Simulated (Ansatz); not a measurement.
# C2H4NSi radical: basis-set convergence

An exercise on one series of results from a longer session: the logs are not shown, and one member is left open.

The runs use Ansatz 0.2.0, Gaussian basis; one geometry, several basis sets.

Plan: PBE0-D4/def2-SVP; ωB97M-V/def2-SVP; PBE0-D4/def2-QZVPP; ωB97M-V/def2-QZVPP; CCSD(T)/cc-pV(D+d)Z; CCSD(T)/cc-pV(T+d)Z; CCSD(T)/cc-pV(Q+d)Z; the functionals' def2-TZVPP values are taken from earlier runs.

## Structure used throughout

All runs share one geometry, relaxed beforehand with PBE0-D4 in a triple-zeta def2 set.

SMILES `[C]#C[SiH2]N`, 8 atoms, charge 0, spin multiplicity 2.

Atoms are counted from 1 here; the program's logs count them from 0.

Bond lengths: C1–C2 1.215 Å, C2–Si3 1.842 Å, Si3–N4 1.708 Å, Si3–H5 1.481 Å, Si3–H6 1.481 Å, N4–H7 1.007 Å, N4–H8 1.007 Å. Angles: C1–C2–Si3 179.1°, C2–Si3–N4 114.9°, C2–Si3–H5 106.5°, C2–Si3–H6 106.5°, N4–Si3–H5 108.5°, N4–Si3–H6 108.5°, H5–Si3–H6 112.2°, Si3–N4–H7 120.0°, Si3–N4–H8 120.0°, H7–N4–H8 111.0°.

The first run:

Contents of in.yaml:

```yaml
crystal:
  periodic: [false, false, false]
  atoms:
    - {symbol: C, position_ang: [2.220667, -1.071495, 1.477673]}
    - {symbol: C, position_ang: [1.355305, -0.424739, 0.922658]}
    - {symbol: Si, position_ang: [0.053745, 0.579572, 0.091470]}
    - {symbol: N, position_ang: [-1.069282, -0.320128, -0.829530]}
    - {symbol: H, position_ang: [0.759681, 1.515615, -0.812893]}
    - {symbol: H, position_ang: [-0.679935, 1.287234, 1.165391]}
    - {symbol: H, position_ang: [-0.787761, -0.734370, -1.703627]}
    - {symbol: H, position_ang: [-1.760321, -0.888788, -0.366942]}
basis:
  gaussian: {orbitals: def2-SVP}
magnetization: {spin_polarized: true, initial_magnetization: 1}
hamiltonian: {xc: pbe0, dispersion: d4}
output: {orbitals: {seedname: orbitals}}
```

The run is started by

```bash
> ansatz run in.yaml --threads 2 --pin off --events-out ev --progress --plain --max-ram 22528MiB --backend cpu
```

Among the steps run: PBE0-D4 in def2-SVP; ωB97M-V in def2-SVP; PBE0-D4 in def2-QZVPP; ωB97M-V in def2-QZVPP.

One table of the session follows, with a row left open; its other results are not shown here.

| functional | basis | HOMO (eV) | LUMO (eV) |
| --- | --- | --- | --- |
| PBE0-D4 | def2-SVP | ? | ? |
| PBE0-D4 | def2-TZVPP | -7.84 | -4.58 |
| PBE0-D4 | def2-QZVPP | -7.87 | -4.60 |
| ωB97M-V | def2-SVP | -9.94 | -2.47 |
| ωB97M-V | def2-TZVPP | -10.17 | -2.78 |
| ωB97M-V | def2-QZVPP | -10.20 | -2.83 |

Q: Estimate the row for PBE0-D4, def2-SVP from the others.

**Answer.** HOMO (eV): -7.63; LUMO (eV): -4.39. In the column «HOMO (eV)» it is the highest.
